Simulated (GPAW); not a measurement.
Runs of GPAW 26.7.0 on InSe2. The structure is tetragonal, space group P4/nmm (No. 129). Conventional cell: a = 3.895 Å, b = 3.895 Å, c = 9.626 Å, α = 90.00°, β = 90.00°, γ = 90.00°. In (site symmetry 4mm) is surrounded by 4 Se at 2.84 Å. Se (site symmetry -4m2) has 4 Se at 2.75 Å as nearest neighbours. Se (site symmetry 4mm) has 4 In at 2.84 Å as nearest neighbours. The cell comes from a database or a generator and needn't be the stable form of this composition.

| task | level | potentials or basis | cell | k mesh | band path | band points | gap on the mesh (eV) | pressure (GPa) | largest force (eV/Å) |
| --- | --- | --- | --- | --- | --- | --- | --- | --- | --- |
| band structure | PBEsol | PAW data sets generated in the run's folder for this functional, pw | as given | 6 × 6 × 3 | GXMGZRAZ,XR,MA | 80 | - | -3.7 | 0.09 |
| single point | TB-mBJ | GPAW PAW data sets for LDA (gpaw-data 1.2.1), pw | as given | 6 × 6 × 4 | - | - | none | - | - |
| single point | PBEsol | PAW data sets generated in the run's folder for this functional, pw | as given | 7 × 7 × 3 | - | - | none | -3.5 | (a) |
| single point | PBEsol | PAW data sets generated in the run's folder for this functional, pw | atoms moved at random, drawn with an rms of 0.05 Å | 7 × 7 × 3 | - | - | none | -3.5 | 0.20 |

Alike in all rows: no spin polarisation; cutoff (eV) 600; smearing fermi-dirac 0.05 eV.

Fill in the values left out.

(a) 0.15.

Caveats: spin-orbit coupling is left out, which moves the levels of the heavy elements (some runs); a model potential gives levels but no total energy (some runs); the PAW data sets were made with another functional, which shifts forces and pressure a little (some runs).

A k mesh can miss the band edges, and the runs leave out spin-orbit coupling on In, Se.

A gap of «none» marks a metal or a gap under the smearing width.

Runs at the PBE level aren't shown here.
